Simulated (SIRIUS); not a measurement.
A run of SIRIUS 7.10.0 is set up as follows.

File sirius.json:

```json
{
  "control": {
    "processing_unit": "cpu",
    "verbosity": 2,
    "num_bands_to_print": 37,
    "print_forces": true,
    "print_stress": true
  },
  "parameters": {
    "electronic_structure_method": "pseudopotential",
    "xc_functionals": ["XC_GGA_X_PBE", "XC_GGA_C_PBE"],
    "gk_cutoff": 9.2,
    "pw_cutoff": 18.4,
    "ngridk": [7, 7, 8],
    "shiftk": [0, 0, 0],
    "smearing": "fermi_dirac",
    "smearing_width": 0.0018374661,
    "num_bands": 37,
    "num_mag_dims": 0,
    "num_dft_iter": 100,
    "energy_tol": 1e-08,
    "density_tol": 1e-06
  },
  "iterative_solver": {
    "type": "davidson",
    "min_tolerance": 1e-09,
    "tolerance_scale": [0.1, 0.25]
  },
  "mixer": {
    "type": "anderson",
    "beta": 0.7,
    "max_history": 8
  },
  "settings": {
    "tol_ne": 1e-10,
    "pseudo_grid_cutoff": 6.5
  },
  "unit_cell": {
    "lattice_vectors": [
      [1.0, 0.0, 0.0],
      [0.0, 1.0, 0.0],
      [0.0, 0.0, 0.824247609261]
    ],
    "lattice_vectors_scale": 7.5763277734,
    "atom_coordinate_units": "lattice",
    "atom_types": ["Zn", "Hg", "O"],
    "atom_files": {
      "O": "O.json",
      "Zn": "Zn.json",
      "Hg": "Hg.json"
    },
    "atoms": {
      "Zn": [
        [0.0, 0.0, 0.0]
      ],
      "Hg": [
        [0.5, 0.5, 0.5]
      ],
      "O": [
        [0.5, 0.0, 0.0],
        [0.0, 0.5, 0.0]
      ]
    }
  }
}
```

Potentials or basis: PseudoDojo 0.4.1 PBE standard (scalar relativistic).

The run is started by

```console
$ upf_to_json O.upf
$ upf_to_json Zn.upf
$ upf_to_json Hg.upf
$ OMP_NUM_THREADS=1 sirius.scf --input=sirius.json --output=out.json --task=0
```

(1) What does it give for the band gap on the k mesh?

(2) Predict the pressure.

Answers

(1) none (metal or under the smearing width).

(2) -0.4 GPa.
